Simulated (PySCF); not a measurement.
# CH8BGeN (SMILES [BH2][GeH]([CH3])[NH2]): levels of theory compared

Wanted: a comparison of 5 runs (HF/def2-SVP, B3LYP/6-31G*, BLYP/6-311G**, PBE/def2-SVPD, MP2/def2-SVPD) of CH8BGeN. Input form: a Python script.

The calculation is run with PySCF 2.14.0.

## Step 1: The molecule

The species is CH8BGeN (12 atoms), meant as a singlet with charge 0. As SMILES, `[BH2][GeH]([CH3])[NH2]`. The coordinates come from a PBE0-D4/def2-TZVP relaxation. This is one conformer, not always the lowest.

Bond lengths: B1–Ge2 2.057 Å, Ge2–C3 1.972 Å, Ge2–N4 1.851 Å, B1–H5 1.196 Å, B1–H6 1.196 Å, Ge2–H7 1.546 Å, C3–H8 1.091 Å, C3–H9 1.091 Å, C3–H10 1.092 Å, N4–H11 1.011 Å, N4–H12 1.011 Å. Some angles: B1–Ge2–C3 109.8°, B1–Ge2–N4 109.2°, C3–Ge2–N4 113.2°, B1–Ge2–H7 112.3°, C3–Ge2–H7 107.2°, N4–Ge2–H7 105.1°, Ge2–B1–H5 121.8°, Ge2–B1–H6 120.5°, Ge2–C3–H8 110.8°, Ge2–C3–H9 109.5°.

## Step 2: Energy and forces at HF/def2-SVP (run 1)

Input file run.py:

```python
import pyscf.grad
from pyscf import gto, scf

molecule = gto.Mole()
molecule.atom = '''
B   -1.181600   1.463300   0.725800
Ge  -0.028600  -0.226100   0.508500
C    1.538800   0.173900  -0.620200
N   -1.076700  -1.597700  -0.161000
H   -2.251200   1.567800   0.201300
H   -0.778000   2.395700   1.356600
H    0.503700  -0.750500   1.861600
H    1.226600   0.523900  -1.605400
H    2.136300  -0.730700  -0.746500
H    2.162300   0.941100  -0.157100
H   -1.589500  -1.351800  -0.996500
H   -0.585100  -2.464000  -0.332900
'''
molecule.basis = 'def2-svp'
molecule.max_memory = 1860
molecule.charge = 0
molecule.verbose = 4
molecule.build()

calc0 = scf.RHF(molecule)
calc0.conv_tol = 1e-10
calc0.kernel()
if not calc0.converged:
    calc0 = calc0.newton().run(calc0.mo_coeff, calc0.mo_occ)

e_final = calc0.e_tot
print(f'total energy: {e_final:.8f} hartree')
grad = calc0.Gradients().kernel()
dip = calc0.dip_moment()
pop, q = calc0.mulliken_pop()
```

Launch:

```bash
$ OMP_NUM_THREADS=1 python run.py
```

The log of the run:

```text
PySCF version 2.14.0

[... 70 lines left out ...]
converged SCF energy = -2196.65063113878
total energy: -2196.65063114 hartree
[... 11 lines left out ...]
Dipole moment(X, Y, Z, Debye):  0.58296,  0.33748, -1.28719
[... 88 lines left out ...]
pop of  6 H 2py           0.00179
pop of  6 H 2pz           0.00791
pop of  7 H 1s            0.74603
pop of  7 H 2s            0.17860
pop of  7 H 2px           0.00611
pop of  7 H 2py           0.00544
pop of  7 H 2pz           0.01545
pop of  8 H 1s            0.74319
pop of  8 H 2s            0.17439
pop of  8 H 2px           0.00888
pop of  8 H 2py           0.01353
pop of  8 H 2pz           0.00461
pop of  9 H 1s            0.74300
pop of  9 H 2s            0.17296
pop of  9 H 2px           0.00921
pop of  9 H 2py           0.01075
pop of  9 H 2pz           0.00704
pop of  10 H 1s           0.71692
pop of  10 H 2s           0.10529
pop of  10 H 2px          0.01745
pop of  10 H 2py          0.01015
pop of  10 H 2pz          0.02176
pop of  11 H 1s           0.71583
pop of  11 H 2s           0.10678
pop of  11 H 2px          0.01488
pop of  11 H 2py          0.02356
pop of  11 H 2pz          0.01070
 ** Mulliken atomic charges  **
charge of    0B =      0.09116
charge of    1Ge =      0.68540
charge of    2C =     -0.37219
charge of    3N =     -0.55655
charge of    4H =     -0.05782
charge of    5H =     -0.05962
charge of    6H =     -0.14786
charge of    7H =      0.04837
charge of    8H =      0.05540
charge of    9H =      0.05704
charge of   10H =      0.12844
charge of   11H =      0.12824
```

Run time: 20 s. Hardware: 1 thread of Intel Xeon at 2.70GHz, shared host; peak memory 0.28 GiB.

## Step 3: Energy and forces at B3LYP/6-31G(d) (spherical functions) (run 2)

Input file input.py:

```python
from pyscf import gto, dft

system = gto.Mole()
system.atom = [
    ('B', (-1.181600, 1.463300, 0.725800)),
    ('Ge', (-0.028600, -0.226100, 0.508500)),
    ('C', (1.538800, 0.173900, -0.620200)),
    ('N', (-1.076700, -1.597700, -0.161000)),
    ('H', (-2.251200, 1.567800, 0.201300)),
    ('H', (-0.778000, 2.395700, 1.356600)),
    ('H', (0.503700, -0.750500, 1.861600)),
    ('H', (1.226600, 0.523900, -1.605400)),
    ('H', (2.136300, -0.730700, -0.746500)),
    ('H', (2.162300, 0.941100, -0.157100)),
    ('H', (-1.589500, -1.351800, -0.996500)),
    ('H', (-0.585100, -2.464000, -0.332900)),
]
system.max_memory = 1860
system.basis = '6-31g*'
system.spin = 0
system.verbose = 3
system.charge = 0
system.build()

calc0 = dft.RKS(system, xc='b3lyp')
calc0.conv_tol = 1e-10
calc0.grids.level = 5
calc0.kernel()
if not calc0.converged:
    calc0 = calc0.newton().run(calc0.mo_coeff, calc0.mo_occ)

e_tot = calc0.e_tot
print('E(%s) = %.9f' % ('B3LYP', e_tot))
grad = calc0.nuc_grad_method().kernel()
calc0.analyze()
```

Launch:

```bash
$ OMP_NUM_THREADS=1 python input.py
```

The log of the run:

```text
converged SCF energy = -2199.25502991405
[... 11 lines left out ...]
MO #2   energy= -49.7837530238511  occ= 2
[... 7 lines left out ...]
MO #10  energy= -4.38613673081601  occ= 2
[... 7 lines left out ...]
MO #18  energy= -0.822341114660759 occ= 2
[... 7 lines left out ...]
MO #26  energy= -0.34112384839481  occ= 2
[... 7 lines left out ...]
MO #34  energy= 0.112051304542431  occ= 0
[... 7 lines left out ...]
MO #42  energy= 0.220873876123329  occ= 0
[... 7 lines left out ...]
MO #50  energy= 0.530944450598505  occ= 0
[... 7 lines left out ...]
MO #58  energy= 0.855861114278457  occ= 0
[... 7 lines left out ...]
MO #66  energy= 1.00405291075539   occ= 0
[... 7 lines left out ...]
MO #74  energy= 1.66072495880148   occ= 0
[... 7 lines left out ...]
MO #82  energy= 2.23822074821482   occ= 0
[... 7 lines left out ...]
MO #90  energy= 3.54230607718818   occ= 0
[... 13 lines left out ...]
Dipole moment(X, Y, Z, Debye):  0.73161,  0.22238, -1.39096
```

It took 46 s on 1 thread of Intel Xeon at 2.70GHz, shared host; peak memory 0.89 GiB.

## Step 4: Energy and forces at BLYP/6-311G(d,p) (run 3)

Input file job.py:

```python
# [BH2][GeH]([CH3])[NH2]
import pyscf.grad
from pyscf import gto, dft

mol = gto.Mole()
mol.atom = '''
B     -2.232900     2.765236     1.371563
Ge    -0.054046    -0.427267     0.960926
C      2.907911     0.328623    -1.172008
N     -2.034668    -3.019215    -0.304246
H     -4.254151     2.962713     0.380402
H     -1.470207     4.527217     2.563602
H      0.951855    -1.418239     3.517914
H      2.317938     0.990028    -3.033766
H      4.037022    -1.380823    -1.410681
H      4.086155     1.778421    -0.296876
H     -3.003720    -2.554532    -1.883112
H     -1.105679    -4.656285    -0.629090
'''
mol.spin = 0
mol.basis = '6-311g**'
mol.unit = 'bohr'
mol.verbose = 3
mol.max_memory = 1860
mol.build()

mf = dft.RKS(mol, xc='blyp')
mf.conv_tol = 1e-10
mf.grids.level = 5
mf.kernel()
if not mf.converged:
    mf = mf.newton().run(mf.mo_coeff, mf.mo_occ)

etot = mf.e_tot
print('Final energy', etot)
grad = mf.Gradients().kernel()
dip = mf.dip_moment()
pop, q = mf.mulliken_pop()
```

Launch:

```bash
$ OMP_NUM_THREADS=1 python job.py
```

The log of the run:

```text
converged SCF energy = -2199.47967901782
Final energy -2199.4796790178184
[... 8 lines left out ...]
Dipole moment(X, Y, Z, Debye):  0.70738,  0.06715, -1.34651
[... 120 lines left out ...]
pop of  7 H 2px           0.00688
pop of  7 H 2py           0.00613
pop of  7 H 2pz           0.01118
pop of  8 H 1s            0.27982
pop of  8 H 2s            0.45038
pop of  8 H 3s            0.12704
pop of  8 H 2px           0.00846
pop of  8 H 2py           0.00984
pop of  8 H 2pz           0.00597
pop of  9 H 1s            0.27956
pop of  9 H 2s            0.45138
pop of  9 H 3s            0.12777
pop of  9 H 2px           0.00839
pop of  9 H 2py           0.00867
pop of  9 H 2pz           0.00706
pop of  10 H 1s           0.28187
pop of  10 H 2s           0.38713
pop of  10 H 3s           0.08960
pop of  10 H 2px          0.01465
pop of  10 H 2py          0.01035
pop of  10 H 2pz          0.01740
pop of  11 H 1s           0.28215
pop of  11 H 2s           0.38562
pop of  11 H 3s           0.08917
pop of  11 H 2px          0.01420
pop of  11 H 2py          0.01584
pop of  11 H 2pz          0.01232
 ** Mulliken atomic charges  **
charge of    0B =     -0.10070
charge of    1Ge =      0.65185
charge of    2C =     -0.52368
charge of    3N =     -0.64362
charge of    4H =     -0.00946
charge of    5H =     -0.00850
charge of    6H =     -0.11605
charge of    7H =      0.11480
charge of    8H =      0.11849
charge of    9H =      0.11716
charge of   10H =      0.19900
charge of   11H =      0.20070
```

Run time: 95 s. Hardware: 1 thread of Intel Xeon at 2.70GHz, shared host; peak memory 1.7 GiB.

Run 4 isn't shown in full; the table further down has it.

## Step 5: Energy and forces at MP2/def2-SVPD (run 5)

Input file start.xyz:

```xyz
12

B     -1.181600     1.463300     0.725800
Ge    -0.028600    -0.226100     0.508500
C      1.538800     0.173900    -0.620200
N     -1.076700    -1.597700    -0.161000
H     -2.251200     1.567800     0.201300
H     -0.778000     2.395700     1.356600
H      0.503700    -0.750500     1.861600
H      1.226600     0.523900    -1.605400
H      2.136300    -0.730700    -0.746500
H      2.162300     0.941100    -0.157100
H     -1.589500    -1.351800    -0.996500
H     -0.585100    -2.464000    -0.332900
```

Input file run.py:

```python
# [BH2][GeH]([CH3])[NH2]
from pyscf import gto, mp

molecule = gto.M(
    atom='start.xyz',
    verbose=3,
    max_memory=1860,
    basis='def2-svpd',
    charge=0,
)

mf = molecule.RHF()
mf.conv_tol = 1e-10
mf.kernel()
if not mf.converged:
    mf = mf.newton().run(mf.mo_coeff, mf.mo_occ)

pt = mp.MP2(mf, frozen=12).run()
e_tot = pt.e_tot
print('E(%s) = %.9f' % ('MP2', e_tot))
grad = pt.nuc_grad_method().kernel()
mf.analyze()
```

Launch:

```bash
$ OMP_NUM_THREADS=1 python run.py
```

The log of the run:

```text
converged SCF energy = -2196.66105129403
[... 19 lines left out ...]
MO #8   energy= -7.62358696378199  occ= 2
[... 13 lines left out ...]
MO #22  energy= -0.629210590903073 occ= 2
[... 13 lines left out ...]
MO #36  energy= 0.170902595526865  occ= 0
[... 13 lines left out ...]
MO #50  energy= 0.313732648879072  occ= 0
[... 13 lines left out ...]
MO #64  energy= 0.458210444687682  occ= 0
[... 13 lines left out ...]
MO #78  energy= 0.562196733519206  occ= 0
[... 13 lines left out ...]
MO #92  energy= 0.814034385101767  occ= 0
[... 13 lines left out ...]
MO #106 energy= 1.20974112767971   occ= 0
[... 13 lines left out ...]
MO #120 energy= 1.71436369003454   occ= 0
[... 13 lines left out ...]
MO #134 energy= 2.20386120520244   occ= 0
[... 13 lines left out ...]
MO #148 energy= 2.87781563056756   occ= 0
[... 13 lines left out ...]
MO #162 energy= 3.94526602133702   occ= 0
[... 13 lines left out ...]
Dipole moment(X, Y, Z, Debye):  0.67356,  0.41403, -1.19358
```

Run time: 2.3 min. Hardware: 1 thread of Intel Xeon at 2.70GHz, shared host; peak memory 1.9 GiB.

## Step 6: Overview of the runs

| run | level | integration grid | frozen core orbitals | energy (Eh) | dipole moment (D) of the reference | HOMO energy (eV) | LUMO energy (eV) | wall time |
| --- | --- | --- | --- | --- | --- | --- | --- | --- |
| 1 | HF/def2-SVP | – | – | -2196.650631 | 1.45 | -10.17 | 1.46 | 20 s |
| 2 | B3LYP/6-31G* (spherical functions) | 5 | – | -2199.255030 | 1.59 | -6.29 | -2.09 | 46 s |
| 3 | BLYP/6-311G** | 5 | – | -2199.479679 | 1.52 | -5.28 | -3.04 | 95 s |
| 4 | PBE/def2-SVPD | 5 | – | -2198.657350 | 1.41 | -5.61 | -3.30 | 1.7 min |
| 5 | MP2/def2-SVPD | – | 12 | -2197.323370 | 1.43 | -10.27 | 1.20 | 2.3 min |

## Step 7: What came out

| quantity | value |
| --- | --- |
| run 5: total energy | -2197.32337 Eh |
| run 5: dipole moment (Hartree–Fock density) | 1.43 D |
| run 5: HOMO energy (Hartree–Fock orbitals) | -10.27 eV |
| run 5: LUMO energy (Hartree–Fock orbitals) | 1.20 eV |
| run 5: HOMO–LUMO gap (Hartree–Fock orbitals) | 11.47 eV |
| run 5: correlation energy (12 core orbitals frozen) | -662.3 mEh |
| run 5: largest force on an atom | 0.402 eV/Å |

What this shows: Over runs 1, 2, 3, 4 the dipole moment (its size) runs from 1.41 D (PBE/def2-SVPD) to 1.59 D (B3LYP/6-31G*). The two ends differ in method and basis. Over runs 1, 2, 3, 4 the HOMO–LUMO gap runs from 2.24 eV (BLYP/6-311G**) to 11.63 eV (HF/def2-SVP). Totals of different functionals can't be ranked against each other. All runs together took 6.7 min, the longest 2.3 min.
